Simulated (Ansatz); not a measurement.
**GeHClO: one structure at several levels**

How do the functionals fare away from a minimum? The structure is a structure displaced at random from a GFN2-xTB minimum.

The runs use Ansatz 0.2.0, Gaussian basis; single points in def2-TZVPP.

Cores are frozen in the correlated methods. Filled d shells of the heavier atoms are correlated.

### 1 Where the work starts

SMILES `[OH][Ge][Cl]`, 4 atoms, charge 0, spin multiplicity 1.

Atoms are counted from 1 here; the program's logs count them from 0.

Bond lengths: O1–Ge2 1.839 Å, O1–H4 0.909 Å, Ge2–Cl3 2.189 Å. Angles: Ge2–O1–H4 127.6°, O1–Ge2–Cl3 100.6°.

As a file:

```
O    -0.8188    0.6007   -0.4719
Ge   -0.5593   -0.6657    0.8355
Cl    1.6003   -0.9822    0.6658
H    -0.1888    0.9948   -0.9950
```

### 2 CCSD(T)/def2-TZVPP

The input, run/in.yaml:

```yaml
crystal:
  periodic: [false, false, false]
  atoms:
    - {symbol: O, position_ang: [-0.818800, 0.600700, -0.471900]}
    - {symbol: Ge, position_ang: [-0.559300, -0.665700, 0.835500]}
    - {symbol: Cl, position_ang: [1.600300, -0.982200, 0.665800]}
    - {symbol: H, position_ang: [-0.188800, 0.994800, -0.995000]}
basis:
  gaussian: {orbitals: def2-TZVPP}
correlation: {method: ccsd_t}
output: {forces: true}
```

The command line of these runs was not kept.

### 3 PBE0-D4/def2-TZVPP

Edit run/in.yaml of step 2 so:

```diff
@@ -9,3 +9,3 @@
   gaussian: {orbitals: def2-TZVPP}
-correlation: {method: ccsd_t}
-output: {forces: true}
+hamiltonian: {xc: pbe0, dispersion: d4}
+output: {forces: true, orbitals: {seedname: orbitals}}
```

### 4 wB97M-V/def2-TZVPP

Edit run/in.yaml of step 3 so:

```diff
@@ -9,3 +9,3 @@
   gaussian: {orbitals: def2-TZVPP}
-hamiltonian: {xc: pbe0, dispersion: d4}
-output: {forces: true, orbitals: {seedname: orbitals}}
+hamiltonian: {xc: {name: wB97M-V}}
+output: {forces: true}
```

### 5 r2SCAN-D4/def2-TZVPP

Edit run/in.yaml of step 4 so:

```diff
@@ -9,3 +9,3 @@
   gaussian: {orbitals: def2-TZVPP}
-hamiltonian: {xc: {name: wB97M-V}}
+hamiltonian: {xc: r2scan, dispersion: d4}
 output: {forces: true}
```

### 6 PBE-D4/def2-TZVPP

Edit run/in.yaml of step 5 so:

```diff
@@ -9,3 +9,3 @@
   gaussian: {orbitals: def2-TZVPP}
-hamiltonian: {xc: r2scan, dispersion: d4}
+hamiltonian: {xc: pbe, dispersion: d4}
 output: {forces: true}
```

### 7 r2SCANh-D4/def2-TZVPP

Edit run/in.yaml of step 6 so:

```diff
@@ -9,3 +9,3 @@
   gaussian: {orbitals: def2-TZVPP}
-hamiltonian: {xc: pbe, dispersion: d4}
+hamiltonian: {xc: {name: r2SCANh}, dispersion: d4}
 output: {forces: true}
```

### 8 revPBE-D4/def2-TZVPP

Edit run/in.yaml of step 7 so:

```diff
@@ -9,3 +9,3 @@
   gaussian: {orbitals: def2-TZVPP}
-hamiltonian: {xc: {name: r2SCANh}, dispersion: d4}
+hamiltonian: {xc: {name: revPBE}, dispersion: d4}
 output: {forces: true}
```

(Steps that only read results are left out.)

**Question.** What will these runs give? Wanted: energy less free atoms, CCSD(T)/def2-TZVPP; RMS force component; RMS force error; HOMO and LUMO, PBE0-D4; T1 diagnostic.

As calculated:

| quantity | value |
| --- | --- |
| energy less free atoms, CCSD(T)/def2-TZVPP | -296.3 kcal/mol |
| RMS force component | 1.636 to 1.736 eV/Å over the methods |
| RMS force error | PBE0-D4 0.057, wB97M-V 0.072, r2SCAN-D4 0.060, PBE-D4 0.311, r2SCANh-D4 0.056, revPBE-D4 0.371 eV/Å |
| HOMO and LUMO, PBE0-D4 | -8.18 and -2.45 eV |
| T1 diagnostic | 0.014 |

In words: Against CCSD(T) the functionals' energies less atoms differ by -20.7 to -7.0 kcal/mol, PBE-D4 by -20.7 kcal/mol. The reference is not at the basis limit: in triple zeta CCSD(T) underbinds, which counts against methods that bind more; the gaps are no ranking. On forces the order runs from r2SCANh-D4 to revPBE-D4.
